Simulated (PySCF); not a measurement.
# C2H6OSi2: the cost of one run

Computed with PySCF 2.14.0, with density-fitted response routines of our own, on a single molecule in the gas phase. Atoms are numbered from 0 throughout.

### Step 1. The molecule as given

11 atoms, charge 0, multiplicity 1; geometry from: GFN2-xTB. The atoms were then displaced at random by about 0.01 Å, so the start is not that level's minimum.

Bonds of the start (Å): C0–C1 1.32, C1–Si2 1.88, Si2–O3 1.60, O3–Si4 1.67, Si4–C0 1.88, C0–H5 1.12, C1–H6 1.09, Si2–H7 1.47, Si2–H8 1.49, Si4–H9 1.44, Si4–H10 1.48.

### Step 2. Optimising the geometry at PBE0-D3(BJ)/def2-SVP

The job: settings as JSON, then the geometry in Å.

```
{"job": {"xc": "PBE0", "basis": "def2-SVP", "d3": "d3bj", "grid": 1, "shake": 0.01, "kind": "geom"}, "charge": 0, "multiplicity": 1}
C     -0.815770     0.957930     0.275990
C      0.419540     1.243210    -0.076480
Si     1.428440    -0.304320    -0.432260
O      0.290150    -1.389930    -0.134600
Si    -1.235110    -0.870560     0.302700
H     -1.548510     1.773540     0.500040
H      0.811140     2.258260    -0.142920
H      1.866680    -0.450980    -1.822590
H      2.512570    -0.545040     0.560810
H     -2.177970    -1.302660    -0.701100
H     -1.513050    -1.395290     1.654740
```

Started as:

```sh
> OMP_NUM_THREADS=1 python probes_run.py task.json out
```

This one command runs all jobs of the session in turn.

**Question.** How long does this first job take on 1 thread of Arm Neoverse N1, shared host, and how much memory does it need?

About 37 s, with a peak of 0.46 GiB.
